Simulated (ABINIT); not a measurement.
Set up this calculation in ABINIT 10.8.3 (patched build), as the native input.

```
Task                                            : single point
Functional                                      : PBE
Potentials or basis                             : JTH PAW PBE v2.0
Cutoff                                          : 626 eV
k mesh                                          : 9 × 9 × 9
Occupations                                     : fermi-dirac, width 0.05 eV
Spin                                            : collinear spin, ferromagnetic start
Starting moments                                : [7.0, 0.0] μB
Fine-grid cutoff                                : 1224.51 eV
Exchange and correlation inside the PAW spheres : full angular mesh (pawxcdev 0, this build's default; the released program takes 1)
```

The structure of GdO lies in POSCAR:

```
GdO
1.0
    0.0000000000      2.7000000000      2.7000000000
    2.7000000000      0.0000000000      2.7000000000
    2.7000000000      2.7000000000      0.0000000000
Gd O
1 1
Direct
    0.0000000000      0.0000000000      0.0000000000  Gd
    0.7500000000      0.7500000000      0.7500000000  O
```

The input as run:

run.abi

```
# Pseudopotentials
pp_dirpath "./"
pseudos "Gd.GGA_PBE-JTH.xml, O.GGA_PBE-JTH.xml"

# Structure
structure "poscar:POSCAR"
natom 2

# Plane-wave basis
ecut 23.0
pawecutdg 45.0

# k points
kptopt 1
ngkpt 9 9 9
nshiftk 1
shiftk 0.0 0.0 0.0

# Exchange and correlation
ixc 11

# Bands and occupations
nband 21
occopt 3
tsmear 0.05 eV

# Spin
nsppol 2
spinat
     0.0000000000     0.0000000000     7.0000000000
     0.0000000000     0.0000000000     0.0000000000

# SCF cycle
nstep 100
tolvrs 1.0e-9

# Output
iomode 3
prtwf 0
prtden 0
prteig 0
prtebands 0
enunit 1
```

Potentials or basis: JTH PAW PBE v2.0.

The run is started by

```console
$ abinit run.abi > log 2>&1
```

Results of the run:

- Pressure: -0.9 GPa
- Band gap on the k mesh: none (metal or under the smearing width)
- Net moment: -0.04 μB per cell
- Site moments: Gd -0.44; O +0.03 μB
- Valence electrons inside the program's atomic spheres: Gd 15.58; O 4.53

Caveat: spin-orbit coupling is left out, which moves the levels of the heavy elements; the moment fell far below its start of 7 μB, so a state of higher moment may lie lower in energy; without U or exact exchange the open f shell lies at the Fermi level, which spoils levels, moments and volumes.

Run time: 4.3 min on 1 thread of Arm Neoverse V1, with other jobs on the host, peak memory 0.21 GiB.
